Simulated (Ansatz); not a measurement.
# CH₆SeSi₂: up Jacob's ladder to CCSD(T)

Aim: compute CH₆SeSi₂ with functionals from several rungs and with coupled cluster. The yardstick is the atomisation energy at the CCSD(T) limit.

Method: functionals in def2-TZVPP, the program's frozen cores in correlated methods; program: Ansatz 0.2.0, Gaussian basis.

The runs, in order: PBE-D4, r2SCAN-D4, PBE0-D4, B3LYP-D4, ωB97X-V, ωB97M-V, B2PLYP; CCSD(T)/def2-TZVPP; MP2/def2-QZVPP; extrapolation to the limit.

**1. The relaxed structure**

The geometry comes from an earlier relaxation with PBE0-D4 in a triple-zeta def2 set; it is a stationary point, not always the lowest conformer.

SMILES `[SiH3][SiH]1C[Se]1`, 10 atoms, charge 0, spin multiplicity 1.

Atoms are counted from 1 here; the program's logs count them from 0.

Bond lengths: Si1–Si2 2.326 Å, Si1–H5 1.486 Å, Si1–H6 1.485 Å, Si1–H7 1.488 Å, Si2–C3 1.848 Å, Si2–Se4 2.239 Å, Si2–H8 1.484 Å, C3–Se4 2.009 Å, C3–H9 1.085 Å, C3–H10 1.085 Å. Angles: Si2–Si1–H5 109.9°, Si2–Si1–H6 107.5°, Si2–Si1–H7 111.2°, H5–Si1–H6 109.8°, H5–Si1–H7 108.8°, H6–Si1–H7 109.6°, Si1–Si2–C3 118.4°, Si1–Si2–Se4 116.0°, Si1–Si2–H8 117.7°, C3–Si2–Se4 57.9°, C3–Si2–H8 116.4°, Se4–Si2–H8 116.9°, Si2–C3–Se4 70.8°, Si2–C3–H9 120.1°, Si2–C3–H10 119.4°, Se4–C3–H9 112.2°, Se4–C3–H10 112.2°, H9–C3–H10 113.9° and more.

**2. PBE-D4 (GGA)**

in.yaml reads:

```yaml
crystal:
  periodic: [false, false, false]
  atoms:
    - {symbol: Si, position_ang: [-1.132662, 1.370186, 0.276083]}
    - {symbol: Si, position_ang: [0.199355, -0.217581, -0.778889]}
    - {symbol: C, position_ang: [1.305495, -1.268517, 0.263803]}
    - {symbol: Se, position_ang: [-0.276324, -2.357833, -0.325284]}
    - {symbol: H, position_ang: [-2.457104, 1.446207, -0.393174]}
    - {symbol: H, position_ang: [-1.305669, 0.942472, 1.687775]}
    - {symbol: H, position_ang: [-0.497914, 2.715956, 0.236369]}
    - {symbol: H, position_ang: [0.680361, 0.087546, -2.149253]}
    - {symbol: H, position_ang: [1.331514, -1.130875, 1.339442]}
    - {symbol: H, position_ang: [2.236046, -1.638761, -0.153873]}
basis:
  gaussian: {orbitals: def2-TZVPP}
hamiltonian: {xc: pbe, dispersion: d4}
output: {forces: true, orbitals: {seedname: orbitals}}
```

Started as:

```console
> ansatz run in.yaml --threads 4 --pin off --events-out ev --progress --plain --max-ram 10444MiB
```

After this run come: r2SCAN-D4 (meta-GGA); PBE0-D4 (hybrid); B3LYP-D4 (hybrid); ωB97X-V (range-separated); ωB97M-V (range-separated); B2PLYP (double hybrid); CCSD(T) in def2-TZVPP; MP2 in def2-QZVPP.

Before running them: what should the planned runs give, taken together? Wanted: atomisation energy, CCSD(T)/CBS; farthest; mean size of error, hybrid; mean size of error, range-separated; gap, smallest and largest; T1 diagnostic; triples share of the correlation energy.

The runs gave:

| quantity | value |
| --- | --- |
| atomisation energy, CCSD(T)/CBS | 32.884 eV |
| functionals within 0.329 eV (1.0 %) | PBE-D4, r2SCAN-D4, PBE0-D4, B3LYP-D4, ωB97X-V, ωB97M-V |
| farthest | B2PLYP (-0.643 eV) |
| mean size of error, hybrid | 0.189 eV |
| mean size of error, range-separated | 0.157 eV |
| gap, smallest and largest | 3.73 eV (PBE-D4), 9.84 eV (ωB97X-V) |
| T1 diagnostic | 0.0117 |
| triples share of the correlation energy | 4.1 % |

PBE-D4 misses by +0.117 eV. Double hybrids carry the basis error of their MP2 part in triple zeta, and no dispersion term here, so their miss is partly the set-up's. The reference freezes the cores and leaves out relativity and excitations past (T), and its outer-core shells are covered unevenly, so misses under about 0.329 eV can't be ranked. All levels share the lack of spin-orbit coupling, which lowers the free heavy atoms and so the true binding. Hartree-Fock recovers 73 % of the binding; the rest is correlation. Orbital gaps span 3.7 to 9.8 eV; exact exchange widens them. Correlated methods include outer-core shells of Se, which these sets cover unevenly.
